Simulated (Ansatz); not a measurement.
# Ba2Yb2Si: the cost of one run

Program: Ansatz 0.2.0. Level of theory: DFT PBE, scalar-relativistic, plane waves, PAW. These are calculated values, not measurements.

### Step 1. The structure to begin with

It takes space group P-3m1 (No. 164, trigonal). The conventional cell has a = 4.717 Å, b = 4.717 Å, c = 8.075 Å, α = 90.00°, β = 90.00°, γ = 120.00°. Ba (site symmetry 3m) has 3 Si at 2.88 Å and 3 Ba at 3.31 Å as nearest neighbours. Around Yb (site symmetry 3m) lie 3 Yb at 3.20 Å and 3 Ba at 3.54 Å. Si (site symmetry -3m) is surrounded by 6 Ba at 2.88 Å.

Structure file:

```
Ba Yb Si
1.0
     4.71685    0.00000    0.00000
    -2.35842    4.08491    0.00000
     0.00000    0.00000    8.07473
Ba Yb Si
2 2 1
Direct
  0.33333 0.66667 0.88300
  0.66667 0.33333 0.11700
  0.33333 0.66667 0.39623
  0.66667 0.33333 0.60377
  0.00000 0.00000 0.00000
```

A structure generator made this guess: random cell by space group and Wyckoff sites (P-3m1, No. 164). Its size is a rough estimate.

### Step 2. The guess as it stands, on a coarse mesh

File input.yaml:

```yaml
crystal:
  lattice:
    - [4.71684853, 0.0, 0.0]
    - [-2.35842426, 4.08491065, 0.0]
    - [0.0, 0.0, 8.07472566]
  atoms:
    - { symbol: Ba, position: [0.33333333, 0.66666667, 0.88300114] }
    - { symbol: Ba, position: [0.66666667, 0.33333333, 0.11699886] }
    - { symbol: Yb, position: [0.33333333, 0.66666667, 0.39622592] }
    - { symbol: Yb, position: [0.66666667, 0.33333333, 0.60377408] }
    - { symbol: Si, position: [0.0, 0.0, 0.0] }
basis:
  ecutwfc: 420
kpoints:
  mp_grid: { grid: [6, 6, 2] }
hamiltonian:
  xc: pbe
scf:
  occupations: { method: gaussian, width: 0.1 }
  lower_state_search: "off"
output:
  forces: true
  stress: true
  eigenvalues: true
```

Launch:

```bash
$ ansatz run input.yaml --threads 1 --pin off --max-ram 2560MiB --backend cpu --events-out ev --progress --plain --runs-dir out
```

What time and memory should one allow on 1 thread of Arm Neoverse V2, shared host?

About 6.6 s, with a peak of 0.43 GiB.
